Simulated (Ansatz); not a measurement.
# SiAsH₃ (singlet): the correlation ladder at a displaced geometry (v2), cc-pVDZ

The task here is to estimate one member of a computed series from the others.

Method: cc-pVDZ, core rule «outside noble gas», up to 19 orbitals frozen; program: Ansatz 0.2.0, Gaussian basis.

The runs, in order: UHF; CCSD(T) on RHF; CCSD(T) on UHF; BCCD(T) on RHF; CISD; CCSDT(Q) on RHF; CCSDT(Q) on UHF.

12 further runs of the same task are left out: 6 that didn't finish, 6 set aside as unsound or not needed. Runs told in other sessions of the task aren't counted.

### What is computed

The geometry is a PBE0/def2-TZVP stationary point (not a proven minimum) with its atoms shifted at random (size 0.100 Å). No spin-orbit coupling is included. The filled d shell of As may be among the frozen orbitals whatever the setting's name suggests.

5 atoms, charge 0, spin multiplicity 1.

Atoms are counted from 1 here; the program's logs count them from 0.

Bond lengths: Si1–As2 2.329 Å, Si1–H3 1.548 Å, As2–H4 1.473 Å, As2–H5 1.426 Å. Angles: As2–Si1–H3 89.8°, Si1–As2–H4 105.0°, Si1–As2–H5 108.1°, H4–As2–H5 102.2°.

Set-up of the first run:

The input, in.yaml:

```yaml
crystal:
  periodic: [false, false, false]
  atoms:
    - {symbol: Si, position_ang: [0.075894, 0.092064, 1.693687]}
    - {symbol: As, position_ang: [-0.006807, -0.013997, -0.631289]}
    - {symbol: H, position_ang: [0.056932, -1.454645, 1.759755]}
    - {symbol: H, position_ang: [-0.884924, -1.158597, -0.929967]}
    - {symbol: H, position_ang: [-0.780781, 1.088339, -1.098529]}
basis:
  gaussian: {orbitals: cc-pVDZ}
magnetization: {spin_polarized: true, initial_magnetization: 0}
hamiltonian: {xc: hf}
output: {orbitals: {seedname: orbitals}}
```

Run with:

```bash
$ ansatz run in.yaml --threads 1 --pin off --events-out ev --progress --plain --max-ram 2393MiB
```

Among the steps run: UHF; CCSD(T) on RHF; CCSD(T) on UHF; BCCD(T) on RHF; CISD; CCSDT(Q) on RHF; CCSDT(Q) on UHF.

One of the session's tables, all rows but one given; the rest of the session is left out.

```
   method  from RCCSDT(Q) (kJ/mol)
      RHF                   +649.0
      UHF                   +646.0
     RMP2                   +134.2
     CISD                    +85.0
    RCCSD                    +24.4
 RCCSD(T)                     +4.6
  BCCD(T)                        ?
   RCCSDT                     +1.3
RCCSDT(Q)                        0
```

Q: Estimate the row for BCCD(T) from the others.

As computed: from RCCSDT(Q) (kJ/mol): +4.5. In the column «from RCCSDT(Q) (kJ/mol)» it lies between RCCSDT (+1.3) and RCCSD(T) (+4.6).

Not comparable, so not listed: CCSD(T) on UHF; CCSDT(Q) on UHF (they don't share determinant, frozen orbitals or solution with the rows shown, or repeat one).

Limits of these values: Warnings: restricted reference is unstable; spin contamination; large T1 diagnostic.
